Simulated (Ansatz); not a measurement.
# TaRu: the cost of one run

Program: Ansatz 0.2.0. Level of theory: DFT PBEsol, scalar-relativistic, plane waves, PAW. These are calculated values, not measurements.

### Step 1. The system as given

The structure is orthorhombic, space group Cmmm (No. 65). Conventional cell: a = 3.308 Å, b = 4.683 Å, c = 4.162 Å, α = 90.00°, β = 90.00°, γ = 90.00°. Around Ta (site symmetry mmm) lie 4 Ru at 2.66 Å and 4 Ta at 2.87 Å. Around Ru (site symmetry mmm) lie 4 Ta at 2.66 Å and 4 Ru at 2.87 Å.

Coordinates:

```cif
data_structure
_symmetry_space_group_name_H-M 'P 1'
_symmetry_Int_Tables_number 1
_cell_length_a 2.8669
_cell_length_b 2.8669
_cell_length_c 4.1624
_cell_angle_alpha 90.000
_cell_angle_beta 90.000
_cell_angle_gamma 109.525
_cell_volume 32.24
loop_
_atom_site_label
_atom_site_type_symbol
_atom_site_fract_x
_atom_site_fract_y
_atom_site_fract_z
_atom_site_occupancy
Ta1 Ta 0.50000 0.50000 0.50000 1
Ru1 Ru 0.00000 0.00000 0.00000 1
```

It goes back to an entry of the Materials Project, which need not be the stable form.

The cell is taken as given, not relaxed at this level.

### Step 2. Zero of energy

Reference values: F = -15623.2080 eV; pressure -8.70 GPa; largest force 0.000 eV/Å; gap on the mesh none (metal). It was computed beforehand with the settings of the runs below.

### Step 3. Setting up biaxial against axial strain

The cell is strained by p along both x and y and by q along z, with fractional coordinates fixed.

### Step 4. Point p = -0.050, q = -0.050

input.yaml reads:

```yaml
crystal:
  lattice:
    - [1.5714159, -2.22453235, 0.0]
    - [1.5714159, 2.22453235, 0.0]
    - [0.0, 0.0, 3.95430185]
  atoms:
    - { symbol: Ta, position: [0.5, 0.5, 0.5] }
    - { symbol: Ru, position: [0.0, 0.0, 0.0] }
basis:
  ecutwfc: 420
kpoints:
  mp_grid: { grid: [18, 18, 12] }
hamiltonian:
  xc: pbesol
scf:
  occupations: { method: gaussian, width: 0.15 }
output:
  forces: true
  stress: true
  eigenvalues: true
```

Launch:

```bash
> ansatz run input.yaml --threads 1 --pin off --max-ram 2560MiB --backend cpu --events-out ev --progress --plain --runs-dir out
```

**Question.** How long does this run take on 1 thread of Intel Xeon at 2.50GHz (Skylake/Cascade Lake), shared host, and how much memory does it need?

About 32 s, with a peak of 0.57 GiB.
